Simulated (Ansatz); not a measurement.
**ClFGaGeH₃: basis-set convergence**

Aim: see how fast density functionals converge with the basis set for ClFGaGeH₃.

Program: Ansatz 0.2.0, Gaussian basis. Level of theory: one geometry, several basis sets. These are calculated values, not measurements.

The runs, in order: PBE0-D4/def2-SVP; ωB97M-V/def2-SVP; PBE0-D4/def2-QZVPP; ωB97M-V/def2-QZVPP; the functionals' def2-TZVPP values are taken from earlier runs.

### Step 1. Structure used throughout

The geometry comes from an earlier relaxation with PBE0-D4 in a triple-zeta def2 set; it is a stationary point, not always the lowest conformer.

SMILES `[F][Ga]([Cl])[GeH3]`, 7 atoms, charge 0, spin multiplicity 1.

Atoms are counted from 1 here; the program's logs count them from 0.

Bond lengths: F1–Ga2 1.752 Å, Ga2–Cl3 2.137 Å, Ga2–Ge4 2.424 Å, Ge4–H5 1.532 Å, Ge4–H6 1.534 Å, Ge4–H7 1.533 Å. Angles: F1–Ga2–Cl3 112.0°, F1–Ga2–Ge4 121.3°, Cl3–Ga2–Ge4 126.8°, Ga2–Ge4–H5 109.5°, Ga2–Ge4–H6 108.5°, Ga2–Ge4–H7 109.1°, H5–Ge4–H6 109.9°, H5–Ge4–H7 110.3°, H6–Ge4–H7 109.6°.

### Step 2. PBE0-D4 in def2-SVP

in.yaml

```yaml
crystal:
  periodic: [false, false, false]
  atoms:
    - {symbol: F, position_ang: [-0.000708, -2.240590, 1.459360]}
    - {symbol: Ga, position_ang: [0.710227, -0.881397, 0.612416]}
    - {symbol: Cl, position_ang: [2.842754, -0.879178, 0.752245]}
    - {symbol: Ge, position_ang: [-0.670217, 0.747606, -0.534290]}
    - {symbol: H, position_ang: [0.213284, 1.639916, -1.412617]}
    - {symbol: H, position_ang: [-1.390549, 1.600728, 0.518021]}
    - {symbol: H, position_ang: [-1.704791, 0.012915, -1.395144]}
basis:
  gaussian: {orbitals: def2-SVP}
hamiltonian: {xc: pbe0, dispersion: d4}
output: {orbitals: {seedname: orbitals}}
```

After this run come: ωB97M-V in def2-SVP; PBE0-D4 in def2-QZVPP; ωB97M-V in def2-QZVPP.

Q: Predict the results of all the runs planned. Wanted: PBE0-D4: double and triple zeta above quadruple; ωB97M-V: double and triple zeta above quadruple.

As calculated:

```
                                       quantity           value
PBE0-D4: double and triple zeta above quadruple  24.52, 2.94 eV
ωB97M-V: double and triple zeta above quadruple  24.41, 2.85 eV
```

**Reading.** PBE0-D4 gains 21.59 eV from double to triple zeta, then 2.94 eV more. These are total energies; as a rule much of such shifts cancels in differences, which this series doesn't test.
